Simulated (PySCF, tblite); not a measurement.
# C4H2ClO3 radical: geometry, infrared bands and EPR parameters

Wanted: the infrared bands and EPR parameters of C4H2ClO3 radical (`[CH2]c1oc(=O)oc1Cl`), by calculation.

The runs use tblite 0.8.0 and PySCF 2.14.0, with density-fitted response routines of our own; the level of theory stands in each step. All values are computed, except where a source is named. Atoms are numbered from 0 throughout.

**1. The starting structure**

10 atoms, charge 0, multiplicity 2; geometry from: force field or distance geometry start.

Bonds of the start (Å): C0–C1 1.42, C1–O2 1.39, O2–C3 1.38, C3–O4 1.23, C3–O5 1.38, O5–C6 1.37, C6–Cl7 1.71, C6–C1 1.32, C0–H8 1.09, C0–H9 1.09.

**2. Relaxing the molecule with GFN2-xTB**

The job: settings as JSON, then the geometry in Å.

```
{"job": {"kind": "relax", "xc": "GFN2-xTB", "basis": "xTB"}, "charge": 0, "multiplicity": 2}
C     -1.707100    -0.505300    -0.091500
C     -0.343400    -0.130800    -0.032400
O      0.589900    -1.158500    -0.091900
C      1.766200    -0.434900    -0.008200
O      2.864100    -0.985700    -0.015900
O      1.608000     0.927300     0.121700
C      0.243700     1.039800     0.097200
Cl    -0.525200     2.556000     0.227500
H     -2.492000     0.243400    -0.038800
H     -1.995300    -1.546700    -0.190300
```

On the command line:

```bash
OMP_NUM_THREADS=1 python probes_run.py task.json out
```

One launch serves the whole session: the jobs run in the order shown.

The program printed:

```text
step      E/eV     max force
  0    -715.00001    6.121
  1    -715.25177    6.182
  2    -715.43507    2.666
  3    -715.50353    0.966
  4    -715.51760    0.279
  5    -715.52238    0.266
  6    -715.52735    0.228
  7    -715.53084    0.205
  8    -715.53488    0.264
  9    -715.53723    0.176
 10    -715.53848    0.092
 11    -715.53901    0.069
 12    -715.53927    0.054
 13    -715.53941    0.043
 14    -715.53953    0.041
 15    -715.53965    0.034
 16    -715.53975    0.031
 17    -715.53980    0.029
 18    -715.53984    0.028
 19    -715.53989    0.026
 20    -715.53998    0.030
 21    -715.54007    0.030
 22    -715.54013    0.017
 23    -715.54015    0.010
 24    -715.54016    0.011
 25    -715.54017    0.009
```

Run time: 0.11 s. Hardware: 1 thread of Arm Neoverse V2, shared host.

Step by step:

| step | energy from step 0 (eV) | largest force (eV/Å) |
| --- | --- | --- |
| 0 | 0.0000 | 6.1206 |
| 1 | -0.2518 | 6.1821 |
| 2 | -0.4351 | 2.6656 |
| 3 | -0.5035 | 0.9656 |
| 4 | -0.5176 | 0.2790 |
| 5 | -0.5224 | 0.2657 |
| 6 | -0.5273 | 0.2276 |
| 7 | -0.5308 | 0.2048 |
| 8 | -0.5349 | 0.2643 |
| 9 | -0.5372 | 0.1757 |
| 10 | -0.5385 | 0.0915 |
| 11 | -0.5390 | 0.0691 |
| 12 | -0.5393 | 0.0536 |
| 13 | -0.5394 | 0.0426 |
| 14 | -0.5395 | 0.0412 |
| 15 | -0.5396 | 0.0344 |
| 16 | -0.5397 | 0.0308 |
| 17 | -0.5398 | 0.0287 |
| 18 | -0.5398 | 0.0280 |
| 19 | -0.5399 | 0.0255 |
| 20 | -0.5400 | 0.0302 |
| 21 | -0.5401 | 0.0304 |
| 22 | -0.5401 | 0.0168 |
| 23 | -0.5401 | 0.0103 |
| 24 | -0.5402 | 0.0114 |
| 25 | -0.5402 | 0.0093 |

Distances of close pairs at the start and the end, largest changes first:

| bond | before (Å) | after (Å) | change (Å) |
| --- | --- | --- | --- |
| C1–C6 | 1.316 | 1.403 | +0.087 |
| C0–C1 | 1.415 | 1.356 | -0.059 |
| C3–O4 | 1.228 | 1.183 | -0.045 |
| O2–C3 | 1.384 | 1.345 | -0.039 |
| C6–Cl7 | 1.705 | 1.673 | -0.032 |
| C0–H8 | 1.086 | 1.071 | -0.015 |
| C0–H9 | 1.085 | 1.071 | -0.014 |
| C3–O5 | 1.377 | 1.368 | -0.010 |

The final coordinates are the input of the step that follows.

**3. Vibrational analysis with GFN2-xTB**

The job: settings as JSON, then the geometry in Å.

```
{"job": {"kind": "ir", "xc": "GFN2-xTB", "basis": "xTB"}, "charge": 0, "multiplicity": 2}
C     -1.723571    -0.533223    -0.093652
C     -0.415830    -0.178859    -0.028861
O      0.617668    -1.098558    -0.088982
C      1.794732    -0.454774    -0.000625
O      2.867714    -0.953372    -0.021219
O      1.563781     0.888055     0.117867
C      0.212935     1.068633     0.101847
Cl    -0.424614     2.609861     0.229667
H     -2.483793     0.220047    -0.042791
H     -2.000139    -1.563155    -0.195779
```

The program printed:

```text
mode    cm-1     km/mol
  1     127.0      1.16
  2     179.5      0.50
  3     187.6      0.87
  4     298.4      1.18
  5     314.8      1.06
  6     455.2      2.99
  7     548.2     13.03
  8     548.5      1.40
  9     578.3      0.38
 10     633.8      1.47
 11     711.0     41.60
 12     742.7     72.51
 13     784.8      6.86
 14     901.5     26.21
 15     951.8     99.87
 16    1001.8     71.32
 17    1112.2    223.40
 18    1187.7    136.77
 19    1295.2     10.60
 20    1369.6     22.18
 21    1532.6     27.72
 22    1864.7    914.30
 23    3155.3     10.64
 24    3205.3      2.10
```

It took 0.22 s on 1 thread of Arm Neoverse V2, shared host.

The strongest bands and the atoms that carry them (share of the mass-weighted mode):

| cm⁻¹ | km/mol | atoms |
| --- | --- | --- |
| 711 | 41.6 | C3 71 % |
| 743 | 72.5 | H9 42 %, H8 31 %, C0 21 % |
| 952 | 99.9 | C3 28 %, O5 20 %, H9 16 %, H8 15 % |
| 1002 | 71.3 | O2 60 %, C3 15 % |
| 1112 | 223.4 | C6 40 %, O2 23 %, C1 11 % |
| 1188 | 136.8 | C6 49 %, O5 29 %, C3 11 % |
| 1533 | 27.7 | C1 59 %, C0 33 % |
| 1865 | 914.3 | C3 64 %, O4 36 % |

**4. EPR parameters: B3LYP/pcH-1**

Same as in step 3 but for these lines:

```diff
@@ -1,2 +1,2 @@
-{"job": {"kind": "ir", "xc": "GFN2-xTB", "basis": "xTB"}, "charge": 0, "multiplicity": 2}
+{"job": {"kind": "epr", "basis": "pcH-1"}, "charge": 0, "multiplicity": 2}
 C     -1.723571    -0.533223    -0.093652
```

With the program's defaults for keys left out, this is: UKS B3LYP, pcH-1 on C Cl H O, non-relativistic, mean-field spin-orbit, GIAO.

The program printed:

```text
UKS, coarse grid
  cycle   1  E = -839.21121039  |g| = 8.25e-01
  cycle   2  E = -838.35213206  |g| = 1.70e+00
  cycle   3  E = -839.43169904  |g| = 2.79e-01
  cycle   4  E = -839.45611445  |g| = 1.17e-01
  cycle   5  E = -839.46064383  |g| = 2.09e-02
  cycle   6  E = -839.46087942  |g| = 1.07e-02
  cycle   7  E = -839.46095428  |g| = 4.86e-03
  cycle   8  E = -839.46097491  |g| = 2.44e-03
  cycle   9  E = -839.46098005  |g| = 1.42e-03
  cycle  10  E = -839.46098033  |g| = 3.41e-04
UKS, final grid
  cycle   1  E = -839.46095657  |g| = 6.22e-04
  cycle   2  E = -839.46095619  |g| = 1.23e-03
  cycle   3  E = -839.46095671  |g| = 7.60e-05
  cycle   4  E = -839.46095672  |g| = 3.24e-05
  cycle   5  E = -839.46095672  |g| = 2.03e-05
E = -839.46095672 Eh   <S^2> = 0.7733 (exact 0.7500)
g shifts (ppm)      1          2          3
  rmc          -185       -185       -185
  gc             -3         37         44
  oz_so        -429       2473       3088
  total        -618       2325       2948
hyperfine (MHz)  atom isotope    a_iso     a_fc   dipolar eigenvalues
    0   13C      46.98      47.06    -45.94    -44.57     90.52
    1   13C     -51.34     -51.34    -27.54     10.63     16.91
    2   17O       3.40       3.41     -4.12     -2.91      7.03
    3   13C      -2.66      -2.65     -1.38     -0.25      1.63
    4   17O      -1.52      -1.54     -6.92      3.10      3.83
    5   17O     -11.05     -11.01    -32.85     15.48     17.38
    6   13C      71.35      71.05    -56.43    -55.79    112.22
    7  35Cl       3.76       3.95    -19.89    -11.09     30.99
    8    1H     -35.94     -35.95    -19.29     -1.35     20.64
    9    1H     -37.88     -37.88    -22.29     -0.37     22.67
```

It took 44 s on 1 thread of Arm Neoverse V2, shared host; peak memory 0.88 GiB.

Principal g values 2.00170, 2.00464, 2.00527; g(iso) = 2.00387, against 2.00232 for a free electron.

Hyperfine couplings; where a row names several nuclei, a(iso) is their mean (it holds for fast rotation or exchange) and the dipolar term the largest among them:

| nuclei | isotope | a(iso) (MHz) | a(iso) (G, at g = 2.0023) | largest dipolar term (MHz) |
| --- | --- | --- | --- | --- |
| C6 | 13C | 71.4 | 25.5 | 112.2 |
| C1 | 13C | -51.3 | -18.3 | -27.5 |
| C0 | 13C | 47.0 | 16.8 | 90.5 |
| H8, H9 | 1H | -36.9 | -13.2 | 22.7 |
| O5 | 17O | -11.1 | -3.9 | -32.9 |
| Cl7 | 35Cl | 3.8 | 1.3 | 31.0 |
| O2 | 17O | 3.4 | 1.2 | 7.0 |
| C3 | 13C | -2.7 | -1.0 | 1.6 |
| O4 | 17O | -1.5 | -0.5 | -6.9 |

Mulliken spin populations:

| atom | value (e) |
| --- | --- |
| C0 | 0.60 |
| C1 | -0.21 |
| O2 | -0.01 |
| C3 | 0.00 |
| O4 | 0.02 |
| O5 | 0.05 |
| C6 | 0.55 |
| Cl7 | 0.05 |
| H8 | -0.03 |
| H9 | -0.03 |

In first order the couplings over 0.8 MHz of 1H, 35Cl give 12 distinct lines over 30.3 G, if the averaged nuclei exchange fast.

The fields below are evaluated on a grid from the run's orbitals.

ELF in a plane through or near 10 of the atoms.

Ten even steps from ' ' (0.00) to '@' (1.00):
```
                                                        
                                                        
                      ::--====--::..                    
                    ::++**%%%%**++==::                  
                    ..**%%%%::..**%%**::                
                      ::****++++--@@##--                
            ..--**##--..--%%##**####==                  
            ..++%%%%####==--==--..      ----..          
              ::##====%%++::++==..  --%%@@@@##          
        ----..  --%%##::..####======##@@@@@@@@::        
      ::**%%%%##++**--==--++--::%%==::%%@@%%++          
      ::##%%++--##::****--##++++**==--##==::            
      ..**%%######::==**==##==  ::##@@@@%%==            
        --**%%%%==  ::%%%%%%--  ..@@@@@@@@##            
          ..----..    --==--      ##@@@@%%--            
                                    ....                
                                                        
                                                        
                                                        
                                                        
```
The map spans 10.9 Å across and 10.4 Å up, centred on the molecule. Atoms in the plane (x, y in Å): C0 (1.7, -0.6), C1 (0.4, -0.2), O2 (-0.6, -1.1), C3 (-1.8, -0.4), O4 (-2.9, -0.9), O5 (-1.6, 0.9), C6 (-0.2, 1.1), Cl7 (0.4, 2.6), H8 (2.5, 0.2), H9 (2.0, -1.6).

On the surface of density 0.002 e/bohr³ the electrostatic potential runs, from the 1st to the 99th percentile, from -1.51 V near O4 to 1.53 V near C3.

The spin density lies nearest to C0, C6 about 32 % each; C1 9 % (beta excess); Cl7 7 %; O5 7 %.

**5. Results**

| quantity | value |
| --- | --- |
| strongest single infrared mode (GFN2-xTB) | 1865 cm⁻¹, 914 km/mol |
| zero-point energy (GFN2-xTB) | 33.9 kcal/mol |
| g(iso) (B3LYP) | 2.00387 |
| ⟨S²⟩ | 0.773 (exact 0.75) |
| largest a(iso) (averaged by class) | 13C on C6, 71.4 MHz |
| surface potential, 1st and 99th percentile | -1.51 V and 1.53 V |

**Reading.** The optimisation took 25 steps and gained 0.540 eV; among the close pairs (by a distance rule), C1–C6 changed most, from 1.316 to 1.403 Å. All 24 modes are real, so the xTB geometry is a minimum. The strongest single mode, at 1865 cm⁻¹, moves mainly C3 and O4. GFN2-xTB is a fitted tight-binding method: band positions and strengths are rough. Its intensities can rank the bands wrongly. The largest spin populations lie on C0 (0.60 e), C6 (0.55 e). The isotropic g lies 1.6 ppt above the free-electron value.
